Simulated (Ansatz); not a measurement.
# NbH2 (Fm-3m): bands and what follows from them

Aim: the bands of NbH2 (Fm-3m) near the Fermi level, with what follows from them: the Fermi surface and transport coefficients.

Method: DFT r²SCAN, scalar-relativistic, plane waves, PAW, in Ansatz 0.2.0.

2 further runs of the same task are left out: 2 set aside as unsound or not needed.

## Step 1: The structure to begin with

It takes space group Fm-3m (No. 225, cubic). The conventional cell has a = 4.563 Å, b = 4.563 Å, c = 4.563 Å, α = 90.00°, β = 90.00°, γ = 90.00°. Nb (site symmetry m-3m) has 8 H at 1.98 Å as nearest neighbours. H (site symmetry -43m) is surrounded by 4 Nb at 1.98 Å.

As a file:

```
CELL_PARAMETERS angstrom
0.00000 2.28150 2.28150
2.28150 0.00000 2.28150
2.28150 2.28150 0.00000
ATOMIC_POSITIONS crystal
Nb 0.00000 0.00000 0.00000
H 0.25000 0.25000 0.25000
H 0.75000 0.75000 0.75000
```

The cell is the deposited one, not relaxed. An earlier run on this cell at r²SCAN gave -1.93 GPa at 7.917 Å³/atom (12×12×12 mesh), no gap.

## Step 2: Bands on a fine mesh, Fermi surface

input.yaml

```yaml
crystal:
  lattice:
    - [0.0, 2.2814993472, 2.2814993472]
    - [2.2814993472, 0.0, 2.2814993472]
    - [2.2814993472, 2.2814993472, 0.0]
  atoms:
    - { symbol: Nb, position: [0.0, 0.0, 0.0] }
    - { symbol: H, position: [0.25, 0.25, 0.25] }
    - { symbol: H, position: [0.75, 0.75, 0.75] }
basis:
  ecutwfc: 500
  ecutrho_ratio: 4
kpoints:
  mp_grid: { grid: [12, 12, 12] }
hamiltonian:
  xc: r2scan
scf:
  occupations: { method: gaussian, width: 0.05 }
output:
  forces: true
  stress: true
  eigenvalues: true
  eigenstates:
    nscf_kmesh: { grid: [22, 22, 22] }
    de_dk: true
    e_range: [-2.5, 2.5]
  write_density: true
  write_potential: true
  elf: true
  volumetric_format: npy
```

Launch:

```bash
> ansatz run input.yaml --threads 4 --pin off --max-ram 9216MiB --backend cpu --events-out ev --progress --plain --runs-dir out
```

Output, cut to the lines that bear on the results:

```text
Warning: RAYON_NUM_THREADS=4 ignored (pool sized by the plan → 4); use --threads N
[...]
Pseudopotentials: kind: paw
Pseudopotential: Nb, paw, valence charge 13, recommended cutoff 500 eV (meta_gga), Nb.paw.azcp
Pseudopotential: H, paw, valence charge 1, recommended cutoff 500 eV (meta_gga), H.paw.azcp
Functional definition: r2SCAN
[...]
Crystal: 3 atoms, lattice volume = 23.751 Å³
Basis set: ecut = 500 eV, 609 PW (Γ), exchange–correlation on 96×96×96 points (64 copies of the dense FFT grid, shifted against one another)
Bands: 12, of which v1, the nominal top of the filled ones, is band 8 counted from 1 (7 counted from 0)
Symmetry: 48 space group operations
Space group: Fm-3m (ITA 225), of the structure as read, at distance tolerance 2.9e-5 Å
k-points: 72 of 1728
[...]
SCF iter   1: F=—  HF=-4596.334781 eV  |F-HF|=—  |Δ(HF+E_count)|=         —  Δρ=8.50e-3  dr2=9.94e-3  dr2_τ=1.91e-2  ethr=1.77e-3  ⟨swp⟩=5.7  Hψ=5174  notcnv=0
[...]
SCF iter   9: F=-4596.327994 eV  HF=-4596.327994 eV  |F-HF|=2.73e-12  |Δ(HF+E_count)|=  6.46e-11  Δρ=2.10e-7  dr2=4.70e-12  dr2_τ=1.83e-13  ethr=1.00e-12  ⟨swp⟩=5.7  Hψ=4262  notcnv=0
[...]
NSCF: frozen V_eff on 328 k-points
SCF converged after 9 iterations
Free energy (F): -4596.327994 eV
[...]
E sigma→0 (E₀):  -4596.327301 eV
Entropy (-TS):   -0.001386 eV (-0.462 meV/atom)
Fermi energy:    15.277095 eV
[...]
--- Forces (eV/Å), atoms counted from 1 ---
  atom   1  Nb    -0.00000000     0.00000000    -0.00000000
  atom   2  H      0.00000000     0.00000000     0.00000000
  atom   3  H      0.00000000    -0.00000000     0.00000000
[...]
--- Stress (GPa, compression-positive) ---
       -1.932093      -0.000000      -0.000000
       -0.000000      -1.932093      -0.000000
       -0.000000       0.000000      -1.932093
  P = ⅓ Tr σ = -1.9321 GPa (-19.321 kbar)
--- Band table (eV; the first three rows and the last of 72) ---
  k-point 0: bands = ["-42.0943", "-17.1345", "-17.1345", "-17.1345", "3.9037", "13.7020", "13.8551", "13.8551", "13.8551", "16.5648", "16.5648", "28.0621"]
[...]
--- Fermi surface from the table of eigenstates, both spin states counted (twice the sheets' area in a run without spin) ---
  How far the three rows differ hints at the mesh's error and does not bound it.
  reading                E - E_F (eV)   area (Å⁻²)  resistivity times mean free path along x, y, z (Ω·m²), under one mean free path over the surface
  by tetrahedra               -0.0047       37.385  8.1775e-16  8.1775e-16  8.1775e-16
  by the states' slopes  not read: the table lacks a row of a band that the level cuts (widen output.eigenstates.e_range, raise output.eigenstates.top_band)
  on every second point        0.0036       34.984  8.7388e-16  8.7388e-16  8.7388e-16
```

Run time: 2.7 s. Hardware: 4 threads of Intel Xeon at 2.70GHz, shared host; peak memory 0.44 GiB.

In short: volume 7.917 Å³/atom, pressure -1.93 GPa, a metal on this mesh.

Bands that cross the Fermi level on the 22×22×22 mesh (edges cut at 2.5 eV from it):

```tsv
spin	band	lowest (eV)	highest (eV)
both	8	-1.42	2.49
both	9	-1.42	2.48
```

Axes a, b and c in the maps are those of this run's conventional cell (a, b, c = 4.563, 4.563, 4.563 Å).

Density in a lattice plane of the grid's cell (edges 4.56 and 4.56 Å, at 0.250 of the third edge), which holds H.

Values in e/Å³, 12 rows by 12 columns:
```
0.28 0.27 0.28 0.31 0.28 0.27 0.28 0.27 0.28 0.31 0.28 0.26
0.23 0.28 0.51 0.79 0.51 0.28 0.23 0.28 0.51 0.80 0.52 0.28
0.23 0.31 0.80 1.96 0.79 0.31 0.23 0.31 0.79 1.96 0.80 0.31
0.23 0.28 0.52 0.80 0.51 0.28 0.23 0.28 0.51 0.79 0.51 0.28
0.28 0.26 0.28 0.31 0.28 0.27 0.28 0.27 0.28 0.31 0.28 0.27
0.33 0.28 0.23 0.23 0.23 0.28 0.33 0.28 0.23 0.23 0.23 0.28
0.28 0.27 0.28 0.31 0.28 0.26 0.28 0.27 0.28 0.31 0.28 0.27
0.23 0.28 0.51 0.80 0.52 0.28 0.23 0.28 0.51 0.79 0.51 0.28
0.23 0.31 0.79 1.96 0.80 0.31 0.23 0.31 0.80 1.96 0.79 0.31
0.23 0.28 0.51 0.79 0.51 0.28 0.23 0.28 0.52 0.80 0.51 0.28
0.28 0.27 0.28 0.31 0.28 0.27 0.28 0.26 0.28 0.31 0.28 0.27
0.33 0.28 0.23 0.23 0.23 0.28 0.33 0.28 0.23 0.23 0.23 0.28
```
Columns run along the first of these edges and rows up along the second, over one cell in 12 and 12 even steps from the bottom left corner. Atoms in the plane (fractional): H at (0.25, 0.25), H at (0.75, 0.75), H at (0.25, 0.75), H at (0.75, 0.25).

ELF in the same plane.

Ten even steps from '0' (0.15) to '9' (0.99):
```
000012221000000012221000
000135543100000135553100
001368886310001368886310
013699999631113699998631
124799999742124799999742
013689999631113699999631
001368886310001368886310
000135553100000134553100
000012221000000012221000
000001110000000001110000
000012221000000012221000
000135553100000135543100
001368886310001368886310
113699998631013699999631
124799999742124799999742
113699999631013689999631
001368886310001368886310
000134553100000135553100
000012221000000012221000
000001110000000001110000
```
Columns run along the first of these edges and rows up along the second, over one cell in 24 and 20 even steps from the bottom left corner. Atoms in the plane (fractional): H at (0.25, 0.25), H at (0.75, 0.75), H at (0.25, 0.75), H at (0.75, 0.25).

Both are smooth fields of the valence electrons: close to the nuclei they are not physical.

The highest ELF values outside the cores: 0.99 at H.

ELF in the plane through atom 1 (Nb) and two of its nearest H neighbours, 7.2 Å on a side, that atom in the middle and its first bond to the right.

Ten even steps from '0' (0.04) to '9' (0.99):
```
2752474269996322222247999
1477763147864222211113577
1123321123322233211133211
7752111122224687413677741
9997422222236999624742672
9996322222235899614764662
5653222211111245311467641
2222344311355421132111111
2224799622676762268963211
2236999723740473279996322
1123698622676762269974222
1111112311245531134432222
1467641135421111122223565
2664674169985322222236999
2762474269996322222247999
1477763147864222211112577
1123311123322233211233211
7753111122224687413677741
9997422222236999624742572
```
Atoms in the plane (Å from the middle): H (-2.0, 0.0), H (-3.3, 1.9), H (0.7, 1.9), Nb (-2.6, -1.9), H (-0.7, -1.9), H (3.3, -1.9), Nb (0.0, 0.0), H (2.0, 0.0), Nb (2.6, 1.9).

## Step 3: States of the whole zone by energy, transport at constant relaxation time

input.yaml: that of step 2 with these lines changed.

```diff
@@ -22,9 +22,2 @@
   eigenvalues: true
-  eigenstates:
-    nscf_kmesh: { grid: [22, 22, 22] }
-    de_dk: true
-    e_range: [-2.5, 2.5]
-  write_density: true
-  write_potential: true
-  elf: true
-  volumetric_format: npy
+  states_by_energy: { minimum_broadening: 0.05 }
```

Launch:

```bash
> ansatz run input.yaml --threads 4 --pin off --max-ram 9216MiB --backend cpu --events-out ev --progress --plain --runs-dir out
```

Output, cut to the lines that bear on the results:

```text
Warning: RAYON_NUM_THREADS=4 ignored (pool sized by the plan → 4); use --threads N
[...]
[... 4 set-up lines as earlier in the session ...]
[...]
Crystal: 3 atoms, lattice volume = 23.751 Å³
Basis set: ecut = 500 eV, 609 PW (Γ), exchange–correlation on 96×96×96 points (64 copies of the dense FFT grid, shifted against one another)
Bands: 12, of which v1, the nominal top of the filled ones, is band 8 counted from 1 (7 counted from 0)
[... 2 set-up lines as earlier in the session ...]
k-points: 72 of 1728
[...]
SCF iter   1: F=—  HF=-4596.334781 eV  |F-HF|=—  |Δ(HF+E_count)|=         —  Δρ=8.50e-3  dr2=9.94e-3  dr2_τ=1.91e-2  ethr=1.77e-3  ⟨swp⟩=5.7  Hψ=5174  notcnv=0
[...]
SCF iter   6: F=-4596.327994 eV  HF=-4596.327994 eV  |F-HF|=4.34e-9  |Δ(HF+E_count)|=   4.69e-7  Δρ=9.50e-6  dr2=2.09e-8  dr2_τ=2.39e-9  ethr=5.84e-10  ⟨swp⟩=4.4  Hψ=3586  notcnv=0
[...]
NSCF: frozen V_eff on 8 k-points
SCF converged after 6 iterations
Free energy (F): -4596.327994 eV
[...]
E sigma→0 (E₀):  -4596.327301 eV
Entropy (-TS):   -0.001385 eV (-0.462 meV/atom)
Fermi energy:    15.277160 eV
[...]
--- Forces (eV/Å), atoms counted from 1 ---
  atom   1  Nb    -0.00000000     0.00000000     0.00000000
  atom   2  H      0.00000000    -0.00000000    -0.00000000
  atom   3  H      0.00000000     0.00000000     0.00000000
[...]
--- Stress (GPa, compression-positive) ---
       -1.931360       0.000000      -0.000000
        0.000000      -1.931360       0.000000
        0.000000      -0.000000      -1.931360
  P = ⅓ Tr σ = -1.9314 GPa (-19.314 kbar)
--- Band table (eV; the first three rows and the last of 72) ---
  k-point 0: bands = ["-42.0941", "-17.1343", "-17.1343", "-17.1343", "3.9037", "13.7019", "13.8552", "13.8552", "13.8552", "16.5649", "16.5649", "28.0625"]
[...]
```

It took 36 s on 4 threads of Intel Xeon at 2.70GHz, shared host; peak memory 0.88 GiB.

Read off: volume 7.917 Å³/atom, pressure -1.93 GPa, a metal on this mesh.

A script then sums the file of states by energy over Fermi windows, for rigid-band transport at a constant relaxation time τ. Negative carriers are holes, and the chemical potential counts from the run's Fermi level:

```tsv
T (K)	electrons added (10¹⁹ cm⁻³)	chemical potential (eV)	σ/τ xx (10²⁰/Ω m s)	Seebeck xx (μV/K)	Lorenz xx (10⁻⁸ V²/K²)
600	0	-0.012	7.29	-9	2.43
600	1	-0.012	7.29	-9	2.43
600	-1	-0.013	7.29	-9	2.43
600	10	-0.010	7.3	-9	2.43
600	-10	-0.015	7.28	-9	2.42
600	100	0.012	7.4	-9	2.44
600	-100	-0.038	7.18	-9	2.42
900	0	-0.018	7.26	-15	2.43
900	1	-0.017	7.26	-15	2.43
900	-1	-0.018	7.26	-15	2.43
900	10	-0.015	7.27	-15	2.43
900	-10	-0.020	7.25	-15	2.43
900	100	0.007	7.37	-14	2.44
900	-100	-0.042	7.15	-15	2.42
```

## Step 4: Outcome

| quantity | value |
| --- | --- |
| Fermi-surface area, spins summed | 37.39 Å⁻² |
| resistivity × mean free path, xx and zz | 0.82, 0.82 × 10⁻¹⁵ Ω m² |
| largest S²σ/τ along x | at 900 K with 100 × 10¹⁹ cm⁻³ holes, S = -15 μV/K |

**Reading.** On the fine mesh the Fermi surface has sheets from 2 bands. Among the cases computed, S²σ/τ along x is largest at 900 K for hole doping of 100 × 10¹⁹ cm⁻³. That is the edge of the range tried, not a located peak.
